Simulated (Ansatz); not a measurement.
**InBr2 (quartet): relaxing a cheap start**

Aim: relax a generated start of InBr2 (quartet) and see which bonds hold.

Method: UKS PBE0/def2-TZVP; program: Ansatz 0.2.0, Gaussian basis.

## (1) The starting structure

3 atoms, charge 0, spin multiplicity 4.

Atoms are counted from 1 here; the program's logs count them from 0.

Bond lengths: In1–Br2 2.813 Å, In1–Br3 2.813 Å. Angles: Br2–In1–Br3 95.1°.

The start was built by rule and, where that kept it together, relaxed with GFN2-xTB. Sticks and bond lists go by distance. No spin-orbit coupling is included. Elements past krypton take def2 core potentials. 

## (2) Relaxation

in.yaml

```yaml
crystal:
  periodic: [false, false, false]
  atoms:
    - {symbol: In, position_ang: [0.026631, 0.000826, -1.103926]}
    - {symbol: Br, position_ang: [-0.030493, 2.075644, 0.794422]}
    - {symbol: Br, position_ang: [-0.007773, -2.076831, 0.791863]}
basis:
  gaussian: {orbitals: def2-TZVP}
magnetization: {spin_polarized: true, initial_magnetization: 3}
hamiltonian: {xc: pbe0}
relax: {f_tol: 0.004, max_steps: 80}
```

Run with:

```
$ ansatz run in.yaml --threads 1 --pin off --events-out ev --progress --plain --max-ram 2176MiB
```

Before running it: what results should come out? Wanted: energy gained; shift from the start; total energy; dipole moment; ⟨S²⟩.

The runs gave:

| quantity | value |
| --- | --- |
| steps | 7 |
| energy gained | 0.571 eV |
| shift from the start (rms) | 0.515 Å |
| total energy | -145249.0057 eV |
| dipole moment | 1.15 D |
| ⟨S²⟩ | 3.757 |

What this shows: The bonds of the start are those of the end. In1–Br2 went from 2.813 to 2.653 Å. No vibrations were run, so this is a stationary point, not a proven minimum, and this spin need not be the ground state's.
